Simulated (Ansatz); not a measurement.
# Ni: a trial structure relaxed

Where does Ni go from the start given, simple hexagonal type (P6/mmm, No. 191)?

Program: Ansatz 0.2.0. Level of theory: DFT r2SCAN, scalar-relativistic, plane waves, PAW. These are calculated values, not measurements.

## 1. The starting structure

Symmetry: P6/mmm, No. 191, hexagonal system. The conventional cell has a = 2.370 Å, b = 2.370 Å, c = 2.214 Å, α = 90.00°, β = 90.00°, γ = 120.00°. Ni (site symmetry 6/mmm) is surrounded by 8 Ni at 2.21 to 2.37 Å.

As a file:

```
CELL_PARAMETERS angstrom
2.36993 0.00000 0.00000
-1.18496 2.05242 0.00000
0.00000 0.00000 2.21440
ATOMIC_POSITIONS crystal
Ni 0.00000 0.00000 0.00000
```

(A quick probe on a coarse mesh, which set the mesh and smearing, is not shown.)

## 3. Coarse relaxation

Contents of input.yaml:

```yaml
crystal:
  lattice:
    - [2.3699257234, 0.0, 0.0]
    - [-1.1849628617, 2.0524158815, 0.0]
    - [0.0, 0.0, 2.2143993478]
  atoms:
    - { symbol: Ni, position: [0.0, 0.0, 0.0], spin: 0.84 }
basis:
  ecutwfc: 500
kpoints:
  mp_grid: { grid: [9, 9, 8] }
hamiltonian:
  xc: r2scan
scf:
  occupations: { method: gaussian, width: 0.1 }
  lower_state_search: "off"
output:
  forces: true
  stress: true
  eigenvalues: true
  populations: true
magnetization:
  spin_polarized: true
relax:
  adjacent_minimum: "off"
  f_tol: 0.04
  max_steps: 70
  cell: { stress_tol: 0.4 }
```

Further runs follow: full relaxation.

**Question.** What will these runs give?

As calculated:

| quantity | value |
| --- | --- |
| cell | a = 2.383 Å, b = 2.383 Å, c = 2.330 Å, α = 90.00°, β = 90.00°, γ = 120.00° |
| space group | P6/mmm (No. 191) |
| volume | 11.46 Å³/atom |
| gap on the mesh | none (metal) |
| largest moment | 0.79 μB |

What this shows: The space group stayed P6/mmm, and from the first guess the volume went from 10.77 to 11.46 Å³/atom. The magnetic state reached may not be the lowest one. The small moment in this metal comes from r2SCAN alone, which enlarges such moments; no other functional was run here.
